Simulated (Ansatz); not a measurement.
# WS2 (Tungstenite): the cost of one run

Program: Ansatz 0.2.0. Level of theory: DFT PBE+D3(BJ), scalar-relativistic, plane waves, PAW. These are calculated values, not measurements.

The COD entry's cell or inner coordinates are ideal or old and differ from later refinements, so a difference from it is no clean test against experiment.

## 1. The system as given

Symmetry: P6_3/mmc, No. 194, hexagonal system. Conventional cell: a = 3.180 Å, b = 3.180 Å, c = 12.500 Å, α = 90.00°, β = 90.00°, γ = 120.00°. W (site symmetry -6m2) is surrounded by 6 S at 2.41 Å. S (site symmetry 3m) has 3 W at 2.41 Å as nearest neighbours.

As a file:

```cif
data_structure
_symmetry_space_group_name_H-M 'P6_3/mmc'
_symmetry_Int_Tables_number 194
_cell_length_a 3.1800
_cell_length_b 3.1800
_cell_length_c 12.5000
_cell_angle_alpha 90.000
_cell_angle_beta 90.000
_cell_angle_gamma 120.000
_cell_volume 109.47
loop_
_atom_site_label
_atom_site_type_symbol
_atom_site_symmetry_multiplicity
_atom_site_Wyckoff_symbol
_atom_site_fract_x
_atom_site_fract_y
_atom_site_fract_z
_atom_site_occupancy
W1 W 2 c 0.33333 0.66667 0.25000 1
S1 S 4 f 0.33333 0.66667 0.62500 1
```

The structure comes from the Crystallography Open Database.

(A quick probe on a coarse mesh, which set the mesh and smearing, is not shown.)

## 3. Relaxing cell and atoms

The input, input.yaml:

```yaml
crystal:
  lattice:
    - [3.18, 0.0, 0.0]
    - [-1.59, 2.753960784, 0.0]
    - [0.0, 0.0, 12.5]
  atoms:
    - { symbol: W, position: [0.3333333333, 0.6666666667, 0.25] }
    - { symbol: W, position: [0.6666666667, 0.3333333333, 0.75] }
    - { symbol: S, position: [0.3333333333, 0.6666666667, 0.625] }
    - { symbol: S, position: [0.6666666667, 0.3333333333, 0.125] }
    - { symbol: S, position: [0.3333333333, 0.6666666667, 0.875] }
    - { symbol: S, position: [0.6666666667, 0.3333333333, 0.375] }
basis:
  ecutwfc: 420
kpoints:
  mp_grid: { grid: [12, 12, 4] }
hamiltonian:
  xc: pbe
  dispersion: d3bj
scf:
  occupations: { method: gaussian, width: 0.02 }
output:
  forces: true
  stress: true
  eigenvalues: true
relax:
  adjacent_minimum: "off"
  f_tol: 0.005
  max_steps: 80
  cell: { stress_tol: 0.05 }
```

The run is started by

```
ansatz run input.yaml --threads 4 --pin off --max-ram 10240MiB --backend cpu --events-out ev --progress --plain --runs-dir out
```

Q: Estimate wall time and peak memory on 4 threads of Arm Neoverse V2, shared host.

About 15 s, with a peak of 0.52 GiB.
